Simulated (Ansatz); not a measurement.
**C2H7ISi: a ladder of functionals and wavefunction methods**

One table from this session's results is given with a row withheld; the runs are named, their logs left out.

Computed with Ansatz 0.2.0, Gaussian basis. Level: functionals in def2-TZVPP, the program's frozen cores in correlated methods.

The runs, in order: PBE-D4, r2SCAN-D4, PBE0-D4, B3LYP-D4, ωB97X-V, ωB97M-V, B2PLYP; CCSD(T)/def2-TZVPP; MP2/def2-QZVPP; extrapolation to the limit.

### The geometry

An earlier PBE0-D4 in a triple-zeta def2 set relaxation fixed the geometry. I takes the def2 core potential; no spin-orbit term is included.

SMILES `CC[SiH2]I`, 11 atoms, charge 0, spin multiplicity 1.

Atoms are counted from 1 here; the program's logs count them from 0.

Bond lengths: C1–C2 1.527 Å, C1–H5 1.093 Å, C1–H6 1.093 Å, C1–H7 1.093 Å, C2–Si3 1.868 Å, C2–H8 1.094 Å, C2–H9 1.094 Å, Si3–I4 2.449 Å, Si3–H10 1.485 Å, Si3–H11 1.485 Å. Angles: C2–C1–H5 111.6°, C2–C1–H6 111.6°, C2–C1–H7 111.1°, H5–C1–H6 107.5°, H5–C1–H7 107.4°, H6–C1–H7 107.4°, C1–C2–Si3 112.2°, C1–C2–H8 111.0°, C1–C2–H9 111.0°, Si3–C2–H8 108.1°, Si3–C2–H9 108.1°, H8–C2–H9 106.3°, C2–Si3–I4 110.3°, C2–Si3–H10 111.4°, C2–Si3–H11 111.4°, I4–Si3–H10 107.2°, I4–Si3–H11 107.2°, H10–Si3–H11 109.2°.

Set-up of the first run:

in.yaml

```yaml
crystal:
  periodic: [false, false, false]
  atoms:
    - {symbol: C, position_ang: [0.139204, 1.452812, 0.293541]}
    - {symbol: C, position_ang: [-0.649047, 0.195355, -0.067325]}
    - {symbol: Si, position_ang: [0.442470, -1.317085, -0.169746]}
    - {symbol: I, position_ang: [-0.890201, -3.286722, -0.755157]}
    - {symbol: H, position_ang: [0.634076, 1.352866, 1.262979]}
    - {symbol: H, position_ang: [0.911531, 1.670050, -0.448755]}
    - {symbol: H, position_ang: [-0.515603, 2.325707, 0.349169]}
    - {symbol: H, position_ang: [-1.156293, 0.314190, -1.029746]}
    - {symbol: H, position_ang: [-1.432763, -0.000622, 0.670965]}
    - {symbol: H, position_ang: [1.483721, -1.163151, -1.216939]}
    - {symbol: H, position_ang: [1.098305, -1.600499, 1.131813]}
basis:
  gaussian: {orbitals: def2-TZVPP}
hamiltonian: {xc: pbe, dispersion: d4}
output: {forces: true, orbitals: {seedname: orbitals}}
```

On the command line:

```
> ansatz run in.yaml --threads 4 --pin off --events-out ev --progress --plain --max-ram 10444MiB
```

Steps of the session up to this table: PBE-D4 (GGA); r2SCAN-D4 (meta-GGA); PBE0-D4 (hybrid); B3LYP-D4 (hybrid); ωB97X-V (range-separated); ωB97M-V (range-separated); B2PLYP (double hybrid); CCSD(T) in def2-TZVPP; MP2 in def2-QZVPP.

One table of the session follows, with a row left open; its other results are not shown here.

| method | atomisation energy (kJ/mol) |
| --- | --- |
| PBE-D4 | ? |
| r2SCAN-D4 | 3805.5 |
| PBE0-D4 | 3804.4 |
| B3LYP-D4 | 3793.3 |
| ωB97X-V | 3810.2 |
| ωB97M-V | 3800.6 |
| B2PLYP | 3753.7 |
| HF/def2-TZVPP | 2895.1 |
| MP2/def2-TZVPP | 3742.1 |
| CCSD/def2-TZVPP | 3675.1 |
| CCSD(T)/def2-TZVPP | 3717.7 |
| MP2/CBS | 3836.6 |
| CCSD(T)/CBS | 3812.1 |

Q: Estimate the row for PBE-D4 from the others.

As computed: atomisation energy (kJ/mol): 3827.5. In the column «atomisation energy (kJ/mol)» it lies between CCSD(T)/CBS (3812.1) and MP2/CBS (3836.6).
